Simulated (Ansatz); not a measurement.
Run this with Ansatz's Python interface and show what comes out.

`run_opt.py`
```python
"""Minimum-energy structure of ClH7OSi3."""

import itertools

import ansatz as az
from ase.data import atomic_numbers, covalent_radii
import numpy as np

BASIS = "6-31G*"
FUNCTIONAL = "pbe0"

GEOMETRY = """
Si   -1.98640   -0.92810   -0.44890
O    -1.18980    0.51540   -0.24000
Si    0.10730    1.05410    0.58200
Si    2.16010    0.00190   -0.05730
Cl    0.24220    3.05940    0.21500
H    -2.52210   -1.35800    0.84860
H    -1.10040   -1.89550   -1.04310
H    -3.13700   -0.62380   -1.38100
H    -0.09560    0.90610    2.09600
H     3.26670    0.51500    0.71530
H     1.97660   -1.46930    0.24240
H     2.35570    0.16760   -1.49500
"""

system = az.Crystal.molecule()
for line in GEOMETRY.strip().splitlines():
    symbol, *xyz = line.split()
    system = system.atom(symbol, [float(v) for v in xyz])

base = (
    system.calculation()
    .basis(gaussian=BASIS)
    .functional(FUNCTIONAL)
)
symbols = [site.symbol for site in system.cartesian_sites]
start = np.array([site.position_ang for site in system.cartesian_sites], dtype=float)
def progress(event):
    if event["event"] == "relax_step":
        row = event["data"]
        print(f"step {row['step']:3d}  E = {row['lagrangian_ev']:.6f} eV  largest force component {row['allowed_force_max_ev_ang']:.4f} eV/A")


summary = base.relax(force_tolerance=0.02).session().plan().execute(on_event=progress).report
end = np.array(summary["positions_ang"])

print(f"E = {summary['free_energy_ev']:.6f} eV = {summary['free_energy_ev'] / 27.211386246:.7f} Ha")
print("converged:", summary["converged"], " doubts:", summary["published_state_doubts"] or "none")

# pairs closer than 1.2 times the sum of covalent radii, before or after
radius = [covalent_radii[atomic_numbers[s]] for s in symbols]
span = lambda where, i, j: np.linalg.norm(where[i] - where[j])
bonded = [(i, j) for i, j in itertools.combinations(range(len(symbols)), 2) if min(span(start, i, j), span(end, i, j)) < 1.2 * (radius[i] + radius[j])]
print("pair        before    after (A)")
for i, j in bonded:
    print(f"{symbols[i]}{i}-{symbols[j]}{j}".ljust(10), f"{span(start, i, j):8.4f} {span(end, i, j):8.4f}")
for first, second in list(itertools.combinations(bonded, 2)):
    shared = set(first) & set(second)
    if shared and symbols[(j := shared.pop())] != "H":
        i, k = sorted((set(first) | set(second)) - {j})
        u, v = end[i] - end[j], end[k] - end[j]
        angle = np.degrees(np.arccos(np.clip(u @ v / np.linalg.norm(u) / np.linalg.norm(v), -1, 1)))
        print(f"final angle {symbols[i]}{i}-{symbols[j]}{j}-{symbols[k]}{k}: {angle:.2f} deg")

charges = summary["charge_distribution"]
dipole = np.array(charges["dipole_moment_e_ang"]) * 4.803205
print("dipole (D): {:.3f} {:.3f} {:.3f}, length {:.3f}".format(*dipole, np.linalg.norm(dipole)))
print("atom  Mulliken   Lowdin")
for symbol, m, l in zip(symbols, charges["mulliken_charges_e"], charges["lowdin_charges_e"]):
    print(f"{symbol:4s} {m:9.3f} {l:8.3f}")
```

Output of `python run_opt.py`:
```text
step   1  E = -38301.228441 eV  largest force component 1.5604 eV/A
step   2  E = -38301.349878 eV  largest force component 0.4043 eV/A
step   3  E = -38301.368318 eV  largest force component 0.1998 eV/A
step   4  E = -38301.370970 eV  largest force component 0.1271 eV/A
step   5  E = -38301.378028 eV  largest force component 0.0252 eV/A
step   6  E = -38301.383136 eV  largest force component 0.0993 eV/A
step   7  E = -38301.386868 eV  largest force component 0.1560 eV/A
step   8  E = -38301.389156 eV  largest force component 0.0683 eV/A
step   9  E = -38301.391460 eV  largest force component 0.0675 eV/A
step  10  E = -38301.393404 eV  largest force component 0.1312 eV/A
step  11  E = -38301.395629 eV  largest force component 0.0918 eV/A
step  12  E = -38301.401661 eV  largest force component 0.0527 eV/A
step  13  E = -38301.396245 eV  largest force component 0.3948 eV/A
step  14  E = -38301.405224 eV  largest force component 0.0646 eV/A
step  15  E = -38301.407544 eV  largest force component 0.1420 eV/A
step  16  E = -38301.409059 eV  largest force component 0.1237 eV/A
step  17  E = -38301.414098 eV  largest force component 0.0889 eV/A
step  18  E = -38301.405703 eV  largest force component 0.3081 eV/A
step  19  E = -38301.418407 eV  largest force component 0.0161 eV/A
step  20  E = -38301.420466 eV  largest force component 0.1008 eV/A
step  21  E = -38301.420910 eV  largest force component 0.0839 eV/A
step  22  E = -38301.422342 eV  largest force component 0.0184 eV/A
step  23  E = -38301.423328 eV  largest force component 0.0574 eV/A
step  24  E = -38301.422954 eV  largest force component 0.1243 eV/A
step  25  E = -38301.423554 eV  largest force component 0.0365 eV/A
step  26  E = -38301.423624 eV  largest force component 0.0827 eV/A
step  27  E = -38301.423842 eV  largest force component 0.0595 eV/A
step  28  E = -38301.424582 eV  largest force component 0.0360 eV/A
step  29  E = -38301.425161 eV  largest force component 0.0537 eV/A
step  30  E = -38301.424842 eV  largest force component 0.0947 eV/A
step  31  E = -38301.425713 eV  largest force component 0.0338 eV/A
step  32  E = -38301.425831 eV  largest force component 0.0466 eV/A
step  33  E = -38301.426064 eV  largest force component 0.0304 eV/A
step  34  E = -38301.426309 eV  largest force component 0.0070 eV/A
step  35  E = -38301.426482 eV  largest force component 0.0087 eV/A
E = -38301.426517 eV = -1407.5514629 Ha
converged: True  doubts: none
pair        before    after (A)
Si0-O1       1.6619   1.6604
Si0-H5       1.4681   1.4889
Si0-H6       1.4401   1.4842
Si0-H7       1.5117   1.4860
O1-Si2       1.6274   1.6410
Si2-Si3      2.3937   2.3340
Si2-Cl4      2.0431   2.0783
Si2-H8       1.5347   1.4880
Si3-H9       1.4439   1.4894
Si3-H10      1.5126   1.4904
Si3-H11      1.4604   1.4884
final angle O1-Si0-H5: 110.22 deg
final angle O1-Si0-H6: 107.55 deg
final angle O1-Si0-H7: 110.25 deg
final angle Si0-O1-Si2: 144.81 deg
final angle H5-Si0-H6: 109.68 deg
final angle H5-Si0-H7: 109.30 deg
final angle H6-Si0-H7: 109.82 deg
final angle O1-Si2-Si3: 109.11 deg
final angle O1-Si2-Cl4: 109.80 deg
final angle O1-Si2-H8: 109.74 deg
final angle Si3-Si2-Cl4: 108.93 deg
final angle Si3-Si2-H8: 114.10 deg
final angle Si2-Si3-H9: 109.33 deg
final angle Si2-Si3-H10: 110.01 deg
final angle Si2-Si3-H11: 109.80 deg
final angle Cl4-Si2-H8: 105.06 deg
final angle H9-Si3-H10: 108.99 deg
final angle H9-Si3-H11: 109.39 deg
final angle H10-Si3-H11: 109.30 deg
dipole (D): -0.022 -1.519 0.470, length 1.590
atom  Mulliken   Lowdin
Si       0.581    0.390
O       -0.642   -0.253
Si       0.636    0.125
Si       0.110    0.126
Cl      -0.279   -0.016
H       -0.082   -0.074
H       -0.075   -0.071
H       -0.070   -0.070
H       -0.066   -0.059
H       -0.041   -0.033
H       -0.042   -0.036
H       -0.032   -0.028
```

Notes:
- Total energies depend on the basis set; only differences at equal settings carry meaning.
- The end point is the stationary point reached from this start; no frequency run checks that it is a minimum, and the basis set is modest.
- The Löwdin charges here are taken after orthogonalising the functions within each atom; they differ from plain Löwdin charges, and their signs can be unphysical.
- The whole script took 4.4 min on 1 thread of Arm Neoverse V1, with other jobs on the host, peak memory 0.33 GiB.
